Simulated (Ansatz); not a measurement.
# C₂H₈AlN: basis-set convergence

The task here is to estimate one member of a computed series from the others.

Program: Ansatz 0.2.0, Gaussian basis. Level of theory: one geometry, several basis sets. These are calculated values, not measurements.

Plan: PBE0-D4/def2-SVP; ωB97M-V/def2-SVP; PBE0-D4/def2-QZVPP; ωB97M-V/def2-QZVPP; the functionals' def2-TZVPP values are taken from earlier runs.

### Structure used throughout

The geometry comes from an earlier relaxation with PBE0-D4 in a triple-zeta def2 set; it is a stationary point, not always the lowest conformer.

12 atoms, charge 0, spin multiplicity 1.

Atoms are counted from 1 here; the program's logs count them from 0.

Bond lengths: C1–C2 1.504 Å, C1–H5 1.092 Å, C1–H6 1.099 Å, C1–H7 1.095 Å, C2–N3 1.528 Å, C2–Al4 1.958 Å, C2–H8 1.090 Å, N3–Al4 1.999 Å, N3–H9 1.011 Å, N3–H10 1.012 Å, Al4–H11 1.591 Å, Al4–H12 1.589 Å. Angles: C2–C1–H5 109.7°, C2–C1–H6 113.0°, C2–C1–H7 111.7°, H5–C1–H6 107.6°, H5–C1–H7 106.6°, H6–C1–H7 107.9°, C1–C2–N3 112.2°, C1–C2–Al4 126.5°, C1–C2–H8 112.0°, N3–C2–Al4 68.7°, N3–C2–H8 108.0°, Al4–C2–H8 118.2°, C2–N3–Al4 65.9°, C2–N3–H9 114.5°, C2–N3–H10 112.7°, Al4–N3–H9 125.1°, Al4–N3–H10 121.1°, H9–N3–H10 109.2° and more.

Set-up of the first run:

Contents of in.yaml:

```yaml
crystal:
  periodic: [false, false, false]
  atoms:
    - {symbol: C, position_ang: [-1.137196, 1.016965, 0.227211]}
    - {symbol: C, position_ang: [0.127314, 0.452051, -0.360497]}
    - {symbol: N, position_ang: [0.958652, -0.304564, 0.674976]}
    - {symbol: Al, position_ang: [0.430627, -1.402538, -0.909856]}
    - {symbol: H, position_ang: [-1.726885, 1.495804, -0.557626]}
    - {symbol: H, position_ang: [-0.949907, 1.768310, 1.006888]}
    - {symbol: H, position_ang: [-1.767564, 0.232843, 0.658931]}
    - {symbol: H, position_ang: [0.757516, 1.227024, -0.795900]}
    - {symbol: H, position_ang: [1.879934, 0.079452, 0.834576]}
    - {symbol: H, position_ang: [0.481105, -0.403698, 1.561837]}
    - {symbol: H, position_ang: [-0.660978, -2.476985, -0.480568]}
    - {symbol: H, position_ang: [1.684579, -1.740061, -1.826074]}
basis:
  gaussian: {orbitals: def2-SVP}
hamiltonian: {xc: pbe0, dispersion: d4}
output: {orbitals: {seedname: orbitals}}
```

Run with:

```console
> ansatz run in.yaml --threads 2 --pin off --events-out ev --progress --plain --max-ram 4352MiB
```

Steps of the session up to this table: PBE0-D4 in def2-SVP; ωB97M-V in def2-SVP; PBE0-D4 in def2-QZVPP; ωB97M-V in def2-QZVPP.

One table of the session follows, with a row left open; its other results are not shown here.

It belongs to the step «Density functionals: the series». 

```
functional       basis  HOMO (eV)  LUMO (eV)
   PBE0-D4    def2-SVP      -6.47       0.45
   PBE0-D4  def2-TZVPP      -6.51       0.09
   PBE0-D4  def2-QZVPP      -6.52      -0.17
   ωB97M-V    def2-SVP          ?          ?
   ωB97M-V  def2-TZVPP      -8.75       1.53
   ωB97M-V  def2-QZVPP      -8.76       0.91
```

Q: Estimate the row for ωB97M-V, def2-SVP from the others.

**Answer.** HOMO (eV): -8.69; LUMO (eV): 2.08. In the column «HOMO (eV)» it lies between ωB97M-V, def2-TZVPP (-8.75) and PBE0-D4, def2-QZVPP (-6.52).
